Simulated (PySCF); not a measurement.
Molecule: AsH3, in a box.

```
CELL_PARAMETERS angstrom
12.00000 0.00000 0.00000
0.00000 11.00000 0.00000
0.00000 0.00000 11.00000
ATOMIC_POSITIONS crystal
As 0.48869 0.54965 0.45869
H 0.53583 0.56263 0.58645
H 0.41767 0.44119 0.49570
H 0.58450 0.46783 0.41973
```

Base run:

| Quantity | Value |
| --- | --- |
| Program | PySCF 2.14.0 |
| Functional | SOGGA11 |
| Potentials or basis | pob-tzvp-rev2 (all-electron) |
| k mesh | 1 × 1 × 1 |
| Occupations | fixed |
| Spin | no spin polarisation |

Its results: gap between the frontier levels 6.66 eV.

**Question.** After a change of settings the same cell gave: gap between the frontier levels 8.07 eV. Which change was it?
A. functional from SOGGA11 to r2SCAN0; dispersion from none to D4
B. functional from SOGGA11 to HSE03
C. functional from SOGGA11 to HLE16

**Answer.** B.

HSE03 gives the wider gap, since exact exchange removes part of the self-interaction.

Caveats: this is a molecule in a periodic box at the Γ point, so its band gap is the HOMO-LUMO gap; relativity is left out, which matters for the heavier elements; the basis of atomic orbitals isn't converged, which shifts pressures, moduli and gaps; this program's HSE differs a little from the usual definition (some runs).

Runs at the PBE level aren't shown here.
